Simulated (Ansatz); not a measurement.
What does this script print? It uses the Ansatz DFT code, driven from Python.

`relaxed_scan_h4sesi.py`
```python
# -*- coding: utf-8 -*-
"""Relaxed scan of one distance in H4SeSi."""

import ansatz as az
import numpy as np

mol = (
    az.Crystal.molecule()
    .atom("Si", (-0.2069, -0.3029, -0.4486))
    .atom("Se", (0.8961, -0.2781, 1.5048))
    .atom("H", (-1.608, 0.3558, -0.2609))
    .atom("H", (-0.3516, -1.6264, -0.945))
    .atom("H", (0.4926, 0.5147, -1.4769))
    .atom("H", (0.8199, 1.2729, 1.5803))
)

job = mol.calculation()
job = job.basis(gaussian="def2-SVP").functional("b3lyp", dispersion="d3bj")
symbols = [site.symbol for site in mol.cartesian_sites]
pairs = [(0, 1), (0, 2), (0, 3), (0, 4), (1, 5)]
print("held (A)   E (eV)        ", "  ".join(f"{symbols[i]}{i}-{symbols[j]}{j}" for i, j in pairs))
for length in [1.37, 1.49, 1.61, 1.79, 2.01]:
    rep = job.relax(constraints=[az.DistanceConstraint((0, 4), at=length)], force_tolerance=0.02, max_steps=60).run(threads=1).report
    xyz = np.array(rep["positions_ang"])
    print(f"{length:6.2f} {rep['free_energy_ev']:14.5f}  ", "  ".join(f"{np.linalg.norm(xyz[i] - xyz[j]):.3f}" for i, j in pairs))
```

Running `python relaxed_scan_h4sesi.py` prints:
```text
held (A)   E (eV)         Si0-Se1  Si0-H2  Si0-H3  Si0-H4  Se1-H5
DeckWarning: relax.constraints: the input's atoms, or those drawn, lie off the distances that are held; a relaxation that starts there is brought onto them ahead of its first SCF, by positions alone, an atom by 5.92e-2 Å at the most. With the symmetry detection on, the symmetry is detected on the input's atoms as so brought (as typed, where only the drawn atoms reach the distances), and notices that speak of the structure as typed mean those atoms
  1.37   -73283.99908   2.305  1.492  1.489  1.370  1.477
  1.49   -73284.15217   2.303  1.491  1.488  1.490  1.477
  1.61   -73284.04568   2.299  1.489  1.487  1.610  1.477
  1.79   -73283.64230   2.293  1.489  1.487  1.790  1.477
  2.01   -73282.99210   2.285  1.487  1.485  2.010  1.476
```
(Warnings from the package without file and line, repeats left out.)

What to keep in mind:
- Total energies depend on the basis set; only differences at equal settings carry meaning.
- The energies are electronic: no zero-point or thermal terms, and the basis set is short of its limit.
- b3lyp holds the VWN-RPA fit, as in Gaussian; the form of ORCA and Turbomole is b3lyp5.
- By the engine's processor time: 2.2 min on 1 thread of Intel(R) Xeon(R) Processor @ 2.50GHz (Skylake/Cascade Lake), on a shared host, peak memory 0.21 GiB.

(A comment or docstring line of the script was reworded after the run, the code is as it ran; lines on the test bed's own set-up are left out of the output.)
